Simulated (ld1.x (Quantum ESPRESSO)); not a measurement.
**Pseudopotential generation for germanium: ultrasoft, PBE**

Do these settings give a usable potential? It is generated, then checked for transferability, scattering, ghosts and hardness.

The numbers are computed with ld1.x (Quantum ESPRESSO) 7.5 (PBE, scalar-relativistic, spin-unpolarised reference atom).

## (1) Settings

The settings as typed:

```json
{
  "element": "germanium (Ge, Z = 32)",
  "type": "ultrasoft",
  "frozen core": "[Ar] 3d10",
  "valence charge": "4",
  "reference configuration": "4s2 4p2",
  "partial waves": "4s (bound): rcut 1.55, rcutus 1.75 bohr; 4s channel at -0.2 Ry: rcut 1.55, rcutus 1.75 bohr; 4p (bound): rcut 1.35, rcutus 1.80 bohr; 4p channel at 1.4 Ry: rcut 1.35, rcutus 1.80 bohr; 4d channel at 0.3 Ry: rcut 1.05, rcutus 1.35 bohr",
  "local potential": "all-electron potential smoothed inside 1.05 bohr (lloc = -1)",
  "core correction": "a·sin(br)/r model core inside 1.35 bohr",
  "augmentation charge": "built from norm-conserving waves at rcut, not smoothed further"
}
```

The nodes and maxima of the atom's own shells, from an earlier all-electron run, set the scale for the radii.

All-electron outer shells of the reference configuration (PBE, scalar-relativistic, ld1.x):

| shell | level (eV) | outermost node (bohr) | outermost maximum (bohr) |
| --- | --- | --- | --- |
| 3p | -115.62 | 0.23 | 0.54 |
| 3d | -29.31 | – | 0.50 |
| 4s | -11.73 | 0.77 | 1.75 |
| 4p | -3.90 | 0.82 | 2.22 |

## (2) Generating the potential

Contents of Ge.in:

```
 &input
   title='Ge', zed=32., rel=1, dft='PBE', iswitch=3,
   config='[Ar] 3d10 4s2 4p2 4d-2',
   nld=3, rlderiv=1.95, eminld=-3.0, emaxld=5.0, deld=0.02
 /
 &inputp
   pseudotype=3, tm=.true., lloc=-1, rcloc=1.05,
   nlcc=.true., rcore=1.35,
   file_pseudopw='Ge.UPF', file_wfcaegen='ae.wfc', file_wfcncgen='nc.wfc', file_beta='beta', file_chi='chi', file_wfcusgen='us.wfc'
 /
5
4S  1  0   2.00   0.00  1.55  1.75  0.0
4S  1  0   0.00  -0.20  1.55  1.75  0.0
4P  2  1   2.00   0.00  1.35  1.80  0.0
4P  2  1   0.00   1.40  1.35  1.80  0.0
4D  3  2  -2.00   0.30  1.05  1.35  0.0
 &test
   configts(1)='4s2 4p2'
 /
```

The run is started by

```console
$ ld1.x < Ge.in > Ge.out
```

The output, Ge.out (without the banner and most projector matrices):

```text
     Program LD1 v.7.5

     !!!!!!!!!!!!!!!!!!! WARNING !!!!!!!!!!!!!!!!!!!!!!!
     Message from routine ld1_readin:
     US requires at least two energies per channel 4D
     !!!!!!!!!!!!!!!!!!!!!!!!!!!!!!!!!!!!!!!!!!!!!!!!!!!
     --------------------------- All-electron run ----------------------------

     Ge
     scalar relativistic calculation

     atomic number is 32.00
     dft =PBE   lsd =0 sic =0 latt =0  beta=0.20 tr2=1.0E-14
     Exchange-correlation= PBE
                           (   1   4   3   4   0   0   0)
     mesh =1207 r(mesh) = 100.41023 a.u. xmin = -7.00 dx = 0.01250
     1 Ry =  13.60569312 eV, c = 137.03599908

     n l     nl                  e(Ry)          e(Ha)          e(eV)
     1 0     1S 1( 2.00)      -805.6314      -402.8157    -10961.1741
     2 0     2S 1( 2.00)      -100.8250       -50.4125     -1371.7939
     2 1     2P 1( 6.00)       -88.1036       -44.0518     -1198.7111
     3 0     3S 1( 2.00)       -12.3839        -6.1919      -168.4909
     3 1     3P 1( 6.00)        -8.4979        -4.2490      -115.6205
     3 2     3D 1(10.00)        -2.1543        -1.0772       -29.3109
     4 0     4S 1( 2.00)        -0.8622        -0.4311       -11.7311
     4 1     4P 1( 2.00)        -0.2863        -0.1431        -3.8953

     final scf error:  3.0E-15 reached in  36 iterations

     Etot =   -4197.669992 Ry,   -2098.834996 Ha,  -57112.209742 eV

     Ekin =    4273.695468 Ry,    2136.847734 Ha,   58146.589038 eV
     Encl =  -10116.689522 Ry,   -5058.344761 Ha, -137644.573051 eV
     Eh   =    1804.321722 Ry,     902.160861 Ha,   24549.047641 eV
     Exc  =    -158.997660 Ry,     -79.498830 Ha,   -2163.273369 eV

     normalization and overlap integrals

     s(1S/1S) =  1.000000  <r> =   0.0470  <r2> =    0.0030  r(max) =   0.0309
     s(2S/2S) =  1.000000  <r> =   0.2100  <r2> =    0.0520  r(max) =   0.1754
     s(2P/2P) =  1.000000  <r> =   0.1837  <r2> =    0.0414  r(max) =   0.1418
     s(3S/3S) =  1.000000  <r> =   0.6242  <r2> =    0.4495  r(max) =   0.5402
     s(3P/3P) =  1.000000  <r> =   0.6470  <r2> =    0.4929  r(max) =   0.5402
     s(3D/3D) =  1.000000  <r> =   0.7365  <r2> =    0.6969  r(max) =   0.5012
     s(4S/4S) =  1.000000  <r> =   2.1162  <r2> =    5.1841  r(max) =   1.7494
     s(4P/4P) =  1.000000  <r> =   2.8993  <r2> =   10.0650  r(max) =   2.2184

     ------------------------ End of All-electron run ------------------------

     --------------------- Generating US pseudopotential ---------------------

      Generating local potential from pseudized AE potential:
      Matching radius rcloc =   1.0500

      Local pseudo, rcloc= 1.061 Estimated cut-off energy=    21.90 Ry

      Computing core charge for nlcc:

       r > 1.36 : true rho core
       r < 1.36 : rho core = a sin(br)/r    a=   4.38  b=   1.96

      Integrated core pseudo-charge :   4.06

      Wfc   4S  rcut= 1.544  Using Troullier-Martins method
      Wfc-us  4S rcutus= 1.749  Estimated cut-off energy=    14.53 Ry

      Wfc   4S  rcut= 1.544  Using Troullier-Martins method
      Wfc-us  4S rcutus= 1.749  Estimated cut-off energy=    15.56 Ry

      Wfc   4P  rcut= 1.362  Using Troullier-Martins method
      Wfc-us  4P rcutus= 1.794  Estimated cut-off energy=    22.45 Ry

      Wfc   4P  rcut= 1.362  Using Troullier-Martins method
      Wfc-us  4P rcutus= 1.794  Estimated cut-off energy=    25.04 Ry
     Message from routine find_coeff:
     giving up minimization, the error is still 0.2757E+03

      Wfc   4D  rcut= 1.061  Using Troullier-Martins method
      Wfc-us  4D rcutus= 1.362  Estimated cut-off energy=   113.95 Ry

     ------------------- End of pseudopotential generation -------------------

     [... the all-electron block is printed once more ...]


     Computing logarithmic derivative in   1.94553
     Computing logarithmic derivative in   1.94553
     Computing the partial wave expansion
     R is outside the sphere for l=    0 j= 0.00
     R is outside the sphere for l=    0 j= 0.00
     R is outside the sphere for l=    1 j= 0.00
     R is outside the sphere for l=    1 j= 0.00
     R is outside the sphere for l=    2 j= 0.00

     ---------------------- Testing the pseudopotential ----------------------

     Ge
     scalar relativistic calculation

     atomic number is 32.00   valence charge is  4.00
     dft =PBE   lsd =0 sic =0 latt =0  beta=0.20 tr2=1.0E-14
     mesh =1207 r(mesh) = 100.41023 xmin = -7.00 dx = 0.01250

     n l     nl             e AE (Ry)        e PS (Ry)    De AE-PS (Ry)
     1 0     4S   1( 2.00)       -0.86222       -0.86223        0.00000
     2 1     4P   1( 2.00)       -0.28630       -0.28630        0.00000

     eps = 7.4E-16  iter =  3

     Etot =   -4197.669992 Ry,   -2098.834996 Ha,  -57112.209742 eV
     Etotps =   -12.098180 Ry,      -6.049090 Ha,    -164.604131 eV

     Ekin =       2.534924 Ry,       1.267462 Ha,      34.489401 eV
     Encl =     -16.115607 Ry,      -8.057804 Ha,    -219.264007 eV
     Ehrt =       5.819376 Ry,       2.909688 Ha,      79.176639 eV
     Ecxc =      -6.894864 Ry,      -3.447432 Ha,     -93.809404 eV
     (Ecc =      -4.397324 Ry,      -2.198662 Ha,     -59.828640 eV)
     Epseu=       2.557991 Ry,       1.278995 Ha,      34.803240 eV

     ---------------------- End of pseudopotential test ----------------------
```

Wall time 2.2 s (1 thread of Neoverse-V1, shared host). (Generation and the later configuration tests together.)

Partial waves on a coarse radial grid (AE all-electron, PS pseudo):

| r (bohr) | 4s AE | 4s PS | 4p AE | 4p PS |
| --- | --- | --- | --- | --- |
| 0.090 | 0.1246 | 0.0468 | 0.1422 | 0.0029 |
| 0.180 | 0.1755 | 0.0939 | 0.0791 | 0.0116 |
| 0.270 | -0.0583 | 0.1415 | -0.0805 | 0.0259 |
| 0.360 | -0.2642 | 0.1897 | -0.1996 | 0.0454 |
| 0.450 | -0.3456 | 0.2387 | -0.2456 | 0.0698 |
| 0.540 | -0.3154 | 0.2883 | -0.2302 | 0.0985 |
| 0.630 | -0.2140 | 0.3384 | -0.1746 | 0.1309 |
| 0.720 | -0.0776 | 0.3886 | -0.0971 | 0.1665 |
| 0.810 | 0.0686 | 0.4384 | -0.0106 | 0.2044 |
| 0.900 | 0.2093 | 0.4874 | 0.0770 | 0.2441 |
| 0.990 | 0.3363 | 0.5346 | 0.1607 | 0.2846 |
| 1.080 | 0.4458 | 0.5795 | 0.2379 | 0.3255 |
| 1.170 | 0.5366 | 0.6210 | 0.3074 | 0.3659 |
| 1.260 | 0.6093 | 0.6584 | 0.3687 | 0.4052 |
| 1.350 | 0.6653 | 0.6908 | 0.4219 | 0.4427 |
| 1.440 | 0.7062 | 0.7176 | 0.4674 | 0.4778 |
| 1.530 | 0.7341 | 0.7380 | 0.5057 | 0.5100 |
| 1.620 | 0.7508 | 0.7515 | 0.5374 | 0.5386 |
| 1.710 | 0.7578 | 0.7578 | 0.5631 | 0.5632 |
| 1.800 | 0.7568 | 0.7568 | 0.5833 | 0.5833 |
| 1.890 | 0.7491 | 0.7491 | 0.5985 | 0.5985 |
| 1.980 | 0.7360 | 0.7360 | 0.6093 | 0.6093 |
| 2.070 | 0.7184 | 0.7184 | 0.6162 | 0.6162 |
| 2.160 | 0.6975 | 0.6975 | 0.6196 | 0.6196 |
| 2.250 | 0.6739 | 0.6739 | 0.6199 | 0.6199 |
| 2.340 | 0.6484 | 0.6484 | 0.6175 | 0.6175 |

## (3) Testing the new file in other configurations

Contents of Ge.test.in:

```
 &input
   title='Ge', zed=32., rel=1, dft='PBE', iswitch=2,
   config='[Ar] 3d10 4s2 4p2 4d-2'
 /
 &test
   file_pseudo='Ge.UPF', nconf=8,
   configts(1)='4s2 4p2',
   configts(2)='4s2 4p1',
   configts(3)='4s2 4p0',
   configts(4)='4s1 4p0',
   configts(5)='4s2 4p2.3',
   configts(6)='4s2 4p1.5',
   configts(7)='4s1 4p2',
   configts(8)='4s1 4p3'
 /
```

The run is started by

```console
$ ld1.x < Ge.test.in > Ge.test.out
```

Ge.test.out, the pseudopotential blocks:

```text
     ---------------------- Testing the pseudopotential ----------------------

     Ge
     scalar relativistic calculation

     atomic number is 32.00   valence charge is  4.00
     dft =PBE   lsd =0 sic =0 latt =0  beta=0.20 tr2=1.0E-14
     mesh =1207 r(mesh) = 100.41023 xmin = -7.00 dx = 0.01250

     n l     nl             e AE (Ry)        e PS (Ry)    De AE-PS (Ry)
     1 0     4S   1( 2.00)       -0.86222       -0.86223        0.00000
     2 1     4P   1( 2.00)       -0.28630       -0.28630        0.00000

     eps = 7.4E-16  iter =  3

     Etot =   -4197.669992 Ry,   -2098.834996 Ha,  -57112.209742 eV
     Etotps =   -12.098180 Ry,      -6.049090 Ha,    -164.604131 eV

     Ekin =       2.534924 Ry,       1.267462 Ha,      34.489401 eV
     Encl =     -16.115607 Ry,      -8.057804 Ha,    -219.264007 eV
     Ehrt =       5.819376 Ry,       2.909688 Ha,      79.176639 eV
     Ecxc =      -6.894864 Ry,      -3.447432 Ha,     -93.809404 eV
     (Ecc =      -4.397324 Ry,      -2.198662 Ha,     -59.828640 eV)
     Epseu=       2.557991 Ry,       1.278995 Ha,      34.803240 eV

     ---------------------- End of pseudopotential test ----------------------

     ---------------------- Testing the pseudopotential ----------------------

     Ge
     [...]
     n l     nl             e AE (Ry)        e PS (Ry)    De AE-PS (Ry)
     1 0     4S   1( 2.00)       -1.45956       -1.46165        0.00209
     2 1     4P   1( 1.00)       -0.82628       -0.82745        0.00117

     eps = 8.9E-15  iter =  8

     Etot =   -4197.122869 Ry,   -2098.561434 Ha,  -57104.765750 eV
     Etotps =   -11.550584 Ry,      -5.775292 Ha,    -157.153701 eV
     dEtot_ae =       0.547123 Ry
     dEtot_ps =       0.547596 Ry,   Delta E=      -0.000473 Ry

     [...]
     ---------------------- End of pseudopotential test ----------------------

     ---------------------- Testing the pseudopotential ----------------------

     Ge
     [...]
     n l     nl             e AE (Ry)        e PS (Ry)    De AE-PS (Ry)
     1 0     4S   1( 2.00)       -2.14976       -2.15837        0.00861  !
     2 1     4P   1( 0.00)       -1.45571       -1.46160        0.00589  !

     eps = 1.4E-18  iter =  7

     Etot =   -4195.988126 Ry,   -2097.994063 Ha,  -57089.326796 eV
     Etotps =   -10.412572 Ry,      -5.206286 Ha,    -141.670262 eV
     dEtot_ae =       1.681865 Ry
     dEtot_ps =       1.685608 Ry,   Delta E=      -0.003743 Ry

     [...]
     ---------------------- End of pseudopotential test ----------------------

     ---------------------- Testing the pseudopotential ----------------------

     Ge
     [...]
     n l     nl             e AE (Ry)        e PS (Ry)    De AE-PS (Ry)
     1 0     4S   1( 1.00)       -2.97339       -2.99835        0.02496  !
     2 1     4P   1( 0.00)       -2.20993       -2.22903        0.01910  !

     eps = 8.0E-15  iter =  4

     Etot =   -4193.431031 Ry,   -2096.715516 Ha,  -57054.535744 eV
     Etotps =    -7.838936 Ry,      -3.919468 Ha,    -106.654159 eV
     dEtot_ae =       4.238961 Ry
     dEtot_ps =       4.259244 Ry,   Delta E=      -0.020284 Ry

     [...]
     ---------------------- End of pseudopotential test ----------------------

     ---------------------- Testing the pseudopotential ----------------------

     Ge
     [...]
     n l     nl             e AE (Ry)        e PS (Ry)    De AE-PS (Ry)
     1 0     4S   1( 2.00)       -0.70960       -0.70946       -0.00014
     2 1     4P   1( 2.30)       -0.14906       -0.14902       -0.00004

     eps = 7.0E-15  iter =  6

     Etot =   -4197.734933 Ry,   -2098.867466 Ha,  -57113.093307 eV
     Etotps =   -12.163118 Ry,      -6.081559 Ha,    -165.487648 eV
     dEtot_ae =      -0.064941 Ry
     dEtot_ps =      -0.064937 Ry,   Delta E=      -0.000004 Ry

     [...]
     ---------------------- End of pseudopotential test ----------------------

     ---------------------- Testing the pseudopotential ----------------------

     Ge
     [...]
     n l     nl             e AE (Ry)        e PS (Ry)    De AE-PS (Ry)
     1 0     4S   1( 2.00)       -1.14653       -1.14719        0.00066
     2 1     4P   1( 1.50)       -0.54268       -0.54298        0.00031

     eps = 4.9E-15  iter =  7

     Etot =   -4197.464058 Ry,   -2098.732029 Ha,  -57109.407861 eV
     Etotps =   -11.892156 Ry,      -5.946078 Ha,    -161.801024 eV
     dEtot_ae =       0.205934 Ry
     dEtot_ps =       0.206025 Ry,   Delta E=      -0.000090 Ry

     [...]
     ---------------------- End of pseudopotential test ----------------------

     ---------------------- Testing the pseudopotential ----------------------

     Ge
     [...]
     n l     nl             e AE (Ry)        e PS (Ry)    De AE-PS (Ry)
     1 0     4S   1( 1.00)       -1.53157       -1.53622        0.00464
     2 1     4P   1( 2.00)       -0.88375       -0.88624        0.00249

     eps = 6.9E-15  iter =  7

     Etot =   -4196.482228 Ry,   -2098.241114 Ha,  -57096.049396 eV
     Etotps =   -10.908349 Ry,      -5.454174 Ha,    -148.415647 eV
     dEtot_ae =       1.187763 Ry
     dEtot_ps =       1.189832 Ry,   Delta E=      -0.002068 Ry

     [...]
     ---------------------- End of pseudopotential test ----------------------

     ---------------------- Testing the pseudopotential ----------------------

     Ge
     [...]
     n l     nl             e AE (Ry)        e PS (Ry)    De AE-PS (Ry)
     1 0     4S   1( 1.00)       -0.93246       -0.93420        0.00174
     2 1     4P   1( 3.00)       -0.33685       -0.33734        0.00049

     eps = 3.9E-15  iter = 10

     Etot =   -4197.084042 Ry,   -2098.542021 Ha,  -57104.237489 eV
     Etotps =   -11.511539 Ry,      -5.755769 Ha,    -156.622460 eV
     dEtot_ae =       0.585950 Ry
     dEtot_ps =       0.586642 Ry,   Delta E=      -0.000692 Ry

     [...]
     ---------------------- End of pseudopotential test ----------------------
```

The tests as a table, with energies relative to 4s2 4p2. The frozen-core shift comes from a second all-electron run, not shown, with the core orbitals held at their reference shape; it is that run's ΔE less the relaxed one.

```tsv
valence configuration	charge	ΔE all-electron (eV)	error AE − PS (meV)	frozen-core shift (meV)
4s2 4p1	+1	7.444	-6.4	+6.9
4s2 4p0	+2	22.883	-51	+57
4s1 4p0	+3	57.674	-276	+333
4s2 4p2.3	-0.3	-0.884	-0.1	+0.1
4s2 4p1.5	+0.5	2.802	-1.2	+1.2
4s1 4p2	+1	16.160	-28	+33
4s1 4p3	0	7.972	-9.4	+12
```

## (4) Does it scatter like the atom?

Taken from the files of the generation run. The phase is arctan(r·u′/u) with u = r·R, unwrapped, with energies in Ry. A pole is an energy at which the radial function vanishes at the test radius. The pseudo phase is shifted by a multiple of π to meet the all-electron one at the reference energy. Levels narrower than the energy grid can be missing from the poles. Left out: d, where the overlap operator is not positive , so their phases aren't trusted. The last column is the largest difference on the grid between −1 and +1 Ry.

| channel | radius (bohr) | reference (Ry) | poles AE | poles PS | window around the reference with phases within 0.05 rad (Ry) | largest difference near zero (rad) |
| --- | --- | --- | --- | --- | --- | --- |
| s | 1.95 | -0.86 | 2.46 | 2.48 | the whole range | 0.000 |
| p | 1.95 | -0.29 | 4.06 | 4.04 | the whole range | 0.000 |

Phases (rad) along the scan:

| E (Ry) | s AE | s PS | p AE | p PS |
| --- | --- | --- | --- | --- |
| -3.00 | 1.111 | 1.111 | 1.218 | 1.217 |
| -2.52 | 1.015 | 1.014 | 1.175 | 1.174 |
| -2.04 | 0.853 | 0.852 | 1.116 | 1.115 |
| -1.56 | 0.543 | 0.542 | 1.028 | 1.028 |
| -1.08 | -0.042 | -0.042 | 0.889 | 0.888 |
| -0.60 | -0.698 | -0.698 | 0.641 | 0.641 |
| -0.12 | -1.079 | -1.079 | 0.182 | 0.182 |
| 0.36 | -1.276 | -1.276 | -0.449 | -0.449 |
| 0.84 | -1.389 | -1.389 | -0.914 | -0.914 |
| 1.32 | -1.463 | -1.463 | -1.167 | -1.167 |
| 1.80 | -1.516 | -1.516 | -1.310 | -1.310 |
| 2.28 | -1.557 | -1.556 | -1.401 | -1.401 |
| 2.76 | -1.591 | -1.590 | -1.463 | -1.463 |
| 3.24 | -1.621 | -1.619 | -1.510 | -1.511 |
| 3.72 | -1.649 | -1.646 | -1.548 | -1.549 |
| 4.20 | -1.676 | -1.672 | -1.580 | -1.581 |
| 4.68 | -1.704 | -1.698 | -1.608 | -1.611 |

## (5) Plane-wave convergence, by spherical Bessel functions

This step uses the generator's waves and projectors in a separate script. Basis: spherical Bessel functions vanishing at 20 bohr, q² up to the cutoff; potential fixed at the reference.

No cutoffs are read. The overlap operator is not positive in d (lowest eigenvalue -0.245), so the test is not defined there. Ghost test: ghost state, bound below the all-electron valence or empty levels of the same l: s at -81.8 eV (d not tested).

## (6) What came out

```
                                                quantity                  value
                                                 cutoffs         not determined
                                            bound ghosts         s at -81.84 eV
                            largest test error (AE − PS)  -276 meV, for 4s1 4p0
largest phase difference near zero energy, channels read              0.000 rad
         lowest eigenvalue of the overlap (Bessel basis)             -0.245 (d)
```

**Reading.** It has a bound ghost (s), a state that the atom doesn't have, and that rules the file out. The overlap operator is not positive definite in d, so a plane-wave run would break down once the basis is large enough. The worst unpolarised test, 4s1 4p0, is off by 276 meV on 57.7 eV; by total energies transferability rates as poor. That test lies far up in energy; among those under 40 eV, nearer to bonding, the largest error is 51 meV. Freezing the core accounts for most of it. No cutoffs are read. Near zero energy the phases of the channels with partial waves that could be evaluated agree within 0.001 rad. All of this concerns the isolated atom, not yet a solid.
